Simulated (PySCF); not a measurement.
**PbCl+: from the state search to spectroscopic constants**

An exercise on one series of results from a longer session: the logs are not shown, and one member is left open.

Computed with PySCF 2.14.0. Level: Pb def2-SVP with ECP60, Cl def2-SVP, scalar-relativistic core potentials.

The first run:

Settings of the job:

```yaml
atoms: Pb, Cl
charge: 1
basis: Pb def2-SVP with ECP60, Cl def2-SVP
Hamiltonian: scalar-relativistic core potentials
basis_functions: 44
electrons_treated: 38
masses_in_u: 207.9766, 34.9689
levels: PBE0, PBE, r²SCAN, PBEsol, revPBE, BP86, CAM-B3LYP, HF, MP2, SCS-MP2, CCSD, CCSD(T)
grid: 80 radial by 434 angular points
occupations: held fixed by the projection of orbital angular momentum
dissociation_limit: Pb+ + Cl, each in its ground configuration
starting_distance_in_angstrom: 2.465
values_of_2S_to_try: 0, 2
```

On the command line:

```sh
OMP_NUM_THREADS=1 python dia.py task.json out
```

Steps of the session up to this table: Input; First curve: PBE0; Excited determinants; PBE; r²SCAN; PBEsol; revPBE (GGA); BP86 (GGA); CAM-B3LYP; RHF (mean field); MP2 and coupled cluster.

One of the session's tables, all rows but one given; the rest of the session is left out.

Energy (eV) from each level's lowest point:

```
R (Å)    RHF  RHF-MP2  RHF-SCS-MP2  RHF-CCSD  RHF-CCSD(T)
2.059  1.472    1.430        1.463       n/a          n/a
2.155  0.651    0.623        0.646     0.650        0.674
2.250  0.202    0.186        0.200     0.202        0.217
2.322  0.044    0.036        0.043     0.044        0.052
2.394  0.000    0.000        0.000     0.000        0.000
2.466      ?        ?            ?         ?            ?
2.562  0.201    0.217        0.202     0.196        0.177
2.681  0.505    0.531        0.504     0.493        0.458
2.825  0.959    0.992        0.952     0.932        0.876
3.016  1.623    1.655        1.595       n/a          n/a
```

Q: Estimate the row for R (Å) = 2.466 from the others.

Worked estimate for «RHF». A straight line through the neighbours (2.394, 0.000) and (2.562, 0.201) gives 0.000 + (0.201 − 0.000) × (2.466 − 2.394) / (2.562 − 2.394) = 0.086; a parabola fitted to 4 rows on both sides gives 0.051.

As computed: RHF: 0.043; RHF-MP2: 0.051; RHF-SCS-MP2: 0.044; RHF-CCSD: 0.042; RHF-CCSD(T): 0.034. In «RHF» the line misses by +0.043 and the parabola by +0.008.

State 2 has its PBE0 minimum 3.26 eV higher. The other levels ran on the lowest alone.
